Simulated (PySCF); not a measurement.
# Ta3 (Ta3-): the cost of one run

Program: PySCF 2.14.0. Level of theory: several levels, as the steps say, no spin–orbit coupling. These are calculated values, not measurements.

4 further runs of the same task are left out: 2 for a known fault of the program, 1 that didn't finish, 1 set aside as unsound or not needed.

### 1 The starting structure

3 atoms, charge -1, spin multiplicity 3.

Bond lengths: Ta1–Ta2 2.599 Å, Ta1–Ta3 2.410 Å, Ta2–Ta3 2.410 Å. Angles: Ta2–Ta1–Ta3 57.4°, Ta1–Ta2–Ta3 57.4°, Ta1–Ta3–Ta2 65.3°.

Coordinates:

```
Ta    1.4638   -0.0644    0.0000
Ta   -0.7870    1.2360    0.0000
Ta   -0.6768   -1.1716    0.0000
```

An earlier session relaxed this geometry at TPSS, Ta def2-SVP with ECP60 (triplet, point group C2v).

At TPSS on the finer grid: E = -170.851872 Eh, HOMO 1.01 eV, LUMO 1.44 eV (over both spins), ⟨S²⟩ = 2.678, Mulliken charge on Ta1 -0.35 e, largest force component 0.010 eV/Å. The state is spin-contaminated. The highest filled level lies above zero; it isn't the detachment energy.

Levels to run: PBE0; PBE; BP86; r2SCAN; TPSS, TZVP; TPSS, x2c-SVP. Hardware: 2 threads of Arm Neoverse V1, shared host.

### 2 PBE0

run.py (the lines that set the calculation)

```python
mol = gto.M(atom='''
Ta     1.46377    -0.06439     0.00000
Ta    -0.78696     1.23599     0.00000
Ta    -0.67681    -1.17160     0.00000''',
    basis={'Ta': 'def2-SVP'},
    ecp={'Ta': 'def2-SVP'},
    charge=-1, spin=2)
mf = dft.UKS(mol, xc='PBE0')
mf.grids.atom_grid = (75, 302)
mf = mf.density_fit()  # fitting sets: Ta def2-universal-JKFIT
mf.conv_tol = 1e-08; mf.max_cycle = 55
mf.kernel(dm0)  # dm0: the density of the relaxed state
```

Command:

```sh
OMP_NUM_THREADS=2 python run.py
```

**Question.** How long does this run take on 2 threads of Arm Neoverse V1, shared host?

About 7 s.
